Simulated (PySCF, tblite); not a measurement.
# C4H8OSeSi2: geometry, infrared bands and NMR shifts

Aim: predict the infrared bands and NMR shifts of C4H8OSeSi2 (`[SiH3]O[SiH2]c1ccc[se]1`).

Programs: tblite 0.8.0 and PySCF 2.14.0, with density-fitted response routines of our own. Each step states its level of theory. These are calculated values for one molecule in the gas phase, unless marked as measured. Atoms are numbered from 0 throughout.

## (1) The starting structure

16 atoms, charge 0, multiplicity 1; geometry from: force field or distance geometry start.

Bonds of the start (Å): Si0–O1 1.70, O1–Si2 1.73, Si2–C3 1.84, C3–C4 1.34, C4–C5 1.32, C5–C6 1.36, C6–Se7 1.98, Se7–C3 2.05, Si0–H8 1.47, Si0–H9 1.47, Si0–H10 1.48, Si2–H11 1.47, Si2–H12 1.49, C4–H13 1.14, C5–H14 1.15, C6–H15 1.07.

## (2) Relaxing the molecule with GFN2-xTB

What the job is given:

```
{"job": {"kind": "relax", "xc": "GFN2-xTB", "basis": "xTB"}, "charge": 0, "multiplicity": 1}
Si    -2.741900     0.562900    -0.225500
O     -1.997700    -0.892500    -0.682700
Si    -0.952600    -1.517800     0.551000
C      0.671900    -0.659800     0.561200
C      1.126000     0.302300    -0.258700
C      2.330600     0.842600    -0.153100
C      3.220100     0.477200     0.804100
Se     2.264900    -0.921100     1.831500
H     -1.765400     1.664900    -0.199600
H     -3.353900     0.526900     1.110300
H     -3.790800     0.866100    -1.224000
H     -0.721600    -2.931900     0.222000
H     -1.597700    -1.470600     1.890900
H      0.424700     0.648700    -1.092600
H      2.665700     1.665500    -0.877300
H      4.210100     0.845400     0.998800
```

Started as:

```bash
$ OMP_NUM_THREADS=1 python probes_run.py task.json out
```

One launch serves the whole session: the jobs run in the order shown.

**Question.** This job is followed by: GFN2-xTB harmonic vibrations, gas phase; GIAO PBE0/pcSseg-1 NMR shielding, non-relativistic, gas phase. What will the session give for the following? strongest single infrared mode (GFN2-xTB); zero-point energy (GFN2-xTB); 13C shifts against TMS (PBE0/pcSseg-1); 1H shifts against TMS (PBE0/pcSseg-1, means over atoms taken as alike); 29Si shifts against TMS (PBE0/pcSseg-1); 17O shifts against H2O (PBE0/pcSseg-1); 77Se shifts against Me2Se (PBE0/pcSseg-1).

The runs gave:

```
                                                              quantity                             value
                             strongest single infrared mode (GFN2-xTB)             1111 cm⁻¹, 606 km/mol
                                          zero-point energy (GFN2-xTB)                     61.7 kcal/mol
                                13C shifts against TMS (PBE0/pcSseg-1)    153.5, 150.8, 140.7, 134.0 ppm
1H shifts against TMS (PBE0/pcSseg-1, means over atoms taken as alike)  8.16, 7.63, 7.44, 5.76, 5.37 ppm
                               29Si shifts against TMS (PBE0/pcSseg-1)                  -35.3, -42.6 ppm
                                17O shifts against H2O (PBE0/pcSseg-1)                           1.3 ppm
                             77Se shifts against Me2Se (PBE0/pcSseg-1)                           638 ppm
```

Relaxing lowered the energy by 1.392 eV in 183 steps; the close pair that moved most is C3–Se7, from 2.054 to 1.876 Å. All 42 modes are real, so the xTB geometry is a minimum. The strongest single mode, at 1111 cm⁻¹, moves mainly O1. GFN2-xTB is a fitted tight-binding method: band positions and strengths are rough. Its intensities can rank the bands wrongly. At PBE0/pcSseg-1: The largest span, 609 ppm, is at Se7, where the paramagnetic term is -1878 ppm. NICS(1)zz of -26 ppm above the planar ring from C3 marks a diatropic (aromatic) ring current. Spin-orbit coupling is left out, which matters for shieldings and couplings at and beside the heavy atoms.
